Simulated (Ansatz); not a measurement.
# Cl2F2H3NSi2: vertical ionisation energy

Aim: the vertical ionisation energy of Cl2F2H3NSi2, as cation minus neutral at the neutral's geometry, on several levels, and how well −ε(HOMO) stands in for it.

Program: Ansatz 0.2.0, Gaussian basis. Level of theory: unrestricted cation, the program's frozen cores in correlated methods. These are calculated values, not measurements.

Levels to be run: UKS PBE-D4/def2-TZVPP; UKS r2SCAN-D4/def2-TZVPP; UKS PBE0-D4/def2-TZVPP; UKS B3LYP-D4/def2-TZVPP; UKS wB97X-V/def2-TZVPP; UKS wB97M-V/def2-TZVPP; UKS B2PLYP/def2-TZVPP; UHF-CCSD(T)/def2-TZVPP; UHF-MP2/def2-QZVPP; extrapolation to the limit; then −ε(HOMO) from the neutral's earlier runs with LDA (SPW92), PBE-D4, revPBE-D4, BLYP-D4, r2SCAN-D4, B97M-V, PBE0-D4, B3LYP-D4, r2SCANh-D4, r2SCAN0-D4, HSE06-D4, BHLYP-D4, CAM-B3LYP-D4, LC-ωPBE, ωB97X-V, ωB97M-V.

**1. The relaxed structure**

The geometry comes from an earlier relaxation with PBE0-D4 in a triple-zeta def2 set; it is a stationary point, not always the lowest conformer.

SMILES `F[Si](F)(Cl)N[SiH2]Cl`, 10 atoms, charge 0, spin multiplicity 1.

Atoms are counted from 1 here; the program's logs count them from 0.

Bond lengths: F1–Si2 1.576 Å, Si2–F3 1.577 Å, Si2–Cl4 2.019 Å, Si2–N5 1.690 Å, N5–Si6 1.725 Å, N5–H8 1.012 Å, Si6–Cl7 2.053 Å, Si6–H9 1.474 Å, Si6–H10 1.478 Å. Angles: F1–Si2–F3 106.9°, F1–Si2–Cl4 110.2°, F1–Si2–N5 108.0°, F3–Si2–Cl4 106.6°, F3–Si2–N5 112.5°, Cl4–Si2–N5 112.5°, Si2–N5–Si6 128.9°, Si2–N5–H8 115.5°, Si6–N5–H8 115.2°, N5–Si6–Cl7 112.1°, N5–Si6–H9 108.8°, N5–Si6–H10 108.1°, Cl7–Si6–H9 107.7°, Cl7–Si6–H10 106.9°, H9–Si6–H10 113.4°.

**2. Cation, UKS PBE-D4/def2-TZVPP**

in.yaml reads:

```yaml
crystal:
  periodic: [false, false, false]
  atoms:
    - {symbol: F, position_ang: [-1.134858, -0.528433, 1.702308]}
    - {symbol: Si, position_ang: [-0.482391, -1.346892, 0.524280]}
    - {symbol: F, position_ang: [-1.647541, -2.140122, -0.183389]}
    - {symbol: Cl, position_ang: [0.794350, -2.728915, 1.257829]}
    - {symbol: N, position_ang: [0.277318, -0.252244, -0.514566]}
    - {symbol: Si, position_ang: [0.229812, 1.472404, -0.493936]}
    - {symbol: Cl, position_ang: [1.700414, 2.270379, 0.695830]}
    - {symbol: H, position_ang: [0.936256, -0.656700, -1.166802]}
    - {symbol: H, position_ang: [-1.071091, 1.904422, 0.049132]}
    - {symbol: H, position_ang: [0.480731, 1.955103, -1.867686]}
basis:
  gaussian: {orbitals: def2-TZVPP}
total_charge: 1
magnetization: {spin_polarized: true, initial_magnetization: 1}
hamiltonian: {xc: pbe, dispersion: d4}
```

Further steps of the session: Cation, UKS r2SCAN-D4/def2-TZVPP; Cation, UKS PBE0-D4/def2-TZVPP; Cation, UKS B3LYP-D4/def2-TZVPP; Cation, UKS wB97X-V/def2-TZVPP; Cation, UKS wB97M-V/def2-TZVPP; Cation, UKS B2PLYP (frozen core)/def2-TZVPP; Cation, UHF-CCSD(T)/def2-TZVPP; Cation, UHF-MP2/def2-QZVPP.

**Question.** What will the summary of the whole plan be? Wanted: ionisation energy, CCSD(T)/CBS; nearest functional by difference; nearest −ε(HOMO); −ε(HOMO) of PBE; T1 of the cation.

As calculated:

| quantity | value |
| --- | --- |
| ionisation energy, CCSD(T)/CBS | 11.27 eV |
| nearest functional by difference | ωB97X-V (-0.15 eV) |
| nearest −ε(HOMO) | ωB97X-V (+0.04 eV) |
| −ε(HOMO) of PBE | 7.44 eV |
| T1 of the cation | 0.024 |

**Reading.** Energy differences with functionals land within 1.01 eV of the reference. The PBE orbital energy is 3.8 eV too small: a semilocal HOMO is no ionisation energy. Among orbital estimates ωB97X-V comes nearest. Hartree-Fock falls 1.24 eV short, as the neutral has more correlation energy than the cation.
